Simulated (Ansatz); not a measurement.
# BSiN2H5 (SMILES N[SiH]1BN1): revPBE/cc-pVDZ

Aim: the electronic atomisation energy of BSiN2H5 at revPBE/cc-pVDZ, from 5 runs. 

The results are computed with Ansatz 0.2.0.

61 further runs of the same task are left out: 61 set aside as unsound or not needed.

**1. The system as given**

BSiN2H5: 9 atoms, total charge 0, spin state singlet. SMILES: `N[SiH]1BN1`. Geometry: relaxed at PBE0-D4/def2-TZVP. This is one conformer, not always the lowest.

Bond lengths: N1–Si2 1.702 Å, Si2–B3 1.914 Å, Si2–N4 1.755 Å, B3–N4 1.389 Å, N1–H5 1.006 Å, N1–H6 1.005 Å, Si2–H7 1.482 Å, B3–H8 1.190 Å, N4–H9 1.011 Å. Some angles: N1–Si2–B3 127.2°, N1–Si2–N4 121.8°, B3–Si2–N4 44.2°, Si2–B3–N4 61.8°, Si2–N4–B3 74.0°, N1–Si2–H7 105.5°, B3–Si2–H7 127.1°, N4–Si2–H7 113.4°, Si2–N1–H5 122.6°, Si2–N1–H6 123.2°.

**2. A single-point energy at revPBE/cc-pVDZ**

in.yaml reads:

```yaml
crystal:
  periodic: [false, false, false]
  atoms:
    - {symbol: N, position_ang: [-0.637800, 1.588100, 0.218200]}
    - {symbol: Si, position_ang: [0.258900, 0.175500, 0.530500]}
    - {symbol: B, position_ang: [-0.233900, -1.625800, 0.110200]}
    - {symbol: N, position_ang: [0.650500, -0.971600, -0.738400]}
    - {symbol: H, position_ang: [-0.221300, 2.503300, 0.212900]}
    - {symbol: H, position_ang: [-1.561800, 1.577300, -0.177300]}
    - {symbol: H, position_ang: [1.441200, 0.620900, 1.305200]}
    - {symbol: H, position_ang: [-0.741300, -2.702400, 0.114400]}
    - {symbol: H, position_ang: [1.134000, -1.211600, -1.592900]}
basis:
  gaussian: {orbitals: cc-pVDZ}
hamiltonian: {xc: {name: revPBE}}
accuracy: high
output: {orbitals: {seedname: orbitals}}
```

The run is started by

```
ansatz run in.yaml --threads 1 --pin off --max-ram 3480MiB --events-out events.jsonl --progress --plain --runs-dir runs
```

Log:

```text
Warning: RAYON_NUM_THREADS=1 ignored (pool sized by the plan → 1); use --threads N
Functional definition: revPBE
  name "revPBE"
  parameter kappa = 1.245
  parameter beta = 0.06672455060314922
  exchange = pbe_x(kappa = kappa, mu = beta*pi^2/3)
  correlation = pbe_c(beta = beta)
1994 factors; integrals over basis functions are off by at most 3.8e-9 eV
mean field evaluation 1: about -11599.9129 eV, gradient 7.9e1 eV
mean field evaluation 2: about -11561.7698 eV, gradient 1.4e2 eV
mean field evaluation 4: about -11612.5409 eV, gradient 1.5e1 eV
mean field evaluation 8: about -11613.0772 eV, gradient 3.2e-1 eV
mean field evaluation 16: about -11613.0775 eV, gradient 6.4e-6 eV
mean field -11613.07754890 eV, -426.7727282953 hartree, gradient 5.0e-8 eV, S^2 0.000000; 0 other end points of the search recorded, 0 dependent functions left out
reference -11613.07755316 eV, -426.7727284521 hartree; 19, 19 occupied and 66, 66 virtual orbitals, 1994 factors
Total energy: -11613.07755316 eV, -426.7727284521 hartree
```

It took 6.3 s on 1 thread of Arm Neoverse V1, shared host; peak memory 0.22 GiB.

**3. The B atom**

in.yaml reads:

```yaml
basis:
  gaussian:
    orbitals: cc-pVDZ
crystal:
  periodic: [false, false, false]
  atoms:
    - {symbol: B, position_ang: [0.000000, 0.000000, 0.000000]}
magnetization:
  spin_polarized: true
  initial_magnetization: 1
hamiltonian:
  xc: {name: revPBE}
accuracy: high
```

Run the same way, it converges to -24.65025 Eh (log not shown).

**4. The H atom**

input.yaml reads:

```yaml
basis:
  gaussian: {orbitals: cc-pVDZ}
crystal:
  periodic: [false, false, false]
  atoms:
    - {symbol: H, position_ang: [0.000000, 0.000000, 0.000000]}
total_charge: 0
magnetization: {spin_polarized: true, initial_magnetization: 1}
hamiltonian: {xc: {name: revPBE}}
accuracy: high
```

Run the same way, it converges to -0.50319 Eh (log not shown).

**5. The N atom at the same level**

job.yaml reads:

```yaml
crystal:
  periodic: [false, false, false]
  atoms:
    - {symbol: "N", position_ang: [0.000000, 0.000000, 0.000000]}
basis:
  gaussian:
    orbitals: cc-pVDZ
magnetization:
  spin_polarized: true
  initial_magnetization: 3
accuracy: high
hamiltonian:
  xc: {name: revPBE}
```

Run the same way, it converges to -54.57319 Eh (log not shown).

**6. The Si atom, same level**

molecule.yaml reads:

```yaml
crystal:
  periodic: [false, false, false]
  atoms:
    - symbol: Si
      position_ang: [0.000000, 0.000000, 0.000000]
basis:
  gaussian:
    orbitals: cc-pVDZ
magnetization:
  spin_polarized: true
  initial_magnetization: 2
hamiltonian:
  xc: {name: revPBE}
accuracy: high
```

The run is started by

```
ansatz run molecule.yaml --threads 1 --pin off --max-ram 3480MiB --events-out events.jsonl --progress --plain --runs-dir runs
```

Log:

```text
Warning: RAYON_NUM_THREADS=1 ignored (pool sized by the plan → 1); use --threads N
[... 6 set-up lines as earlier in the session ...]
144 factors; integrals over basis functions are off by at most 3.2e-9 eV
mean field evaluation 1: about -7872.5069 eV, gradient 2.3e0 eV
mean field evaluation 2: about -7872.5765 eV, gradient 8.8e-1 eV
mean field evaluation 4: about -7872.5811 eV, gradient 1.9e-1 eV
mean field evaluation 8: about -7872.5815 eV, gradient 2.3e-4 eV
mean field evaluation 16: about -7872.4718 eV, gradient 2.7e0 eV
mean field evaluation 32: about -7872.5810 eV, gradient 1.7e-1 eV
mean field -7872.58153918 eV, -289.3120353374 hartree, gradient 6.5e-8 eV, S^2 2.003648; 2 other end points of the search recorded, 0 dependent functions left out
reference -7872.58154158 eV, -289.3120354256 hartree; 8, 6 occupied and 10, 12 virtual orbitals, 144 factors
Total energy: -7872.58154158 eV, -289.3120354256 hartree
```

It took 1.2 s on 1 thread of Arm Neoverse V1, shared host.

**7. Results**

Level: revPBE/cc-pVDZ.

| quantity | value |
| --- | --- |
| molecule: total energy | -426.77273 Eh |
| molecule: HOMO energy | -5.16 eV |
| molecule: LUMO energy | -0.74 eV |
| molecule: HOMO–LUMO gap | 4.43 eV |
| B atom: total energy | -24.65025 Eh |
| B atom: ⟨S²⟩ | 0.753 |
| H atom: total energy | -0.50319 Eh |
| H atom: ⟨S²⟩ | 0.750 |
| N atom: total energy | -54.57319 Eh |
| N atom: ⟨S²⟩ | 3.751 |
| Si atom: total energy | -289.31204 Eh |
| Si atom: ⟨S²⟩ | 2.004 |
| electronic atomisation energy | 31.242 eV |

Taking the molecule apart into free atoms costs 31.24 eV (720 kcal/mol), before zero-point energy and without spin-orbit coupling.
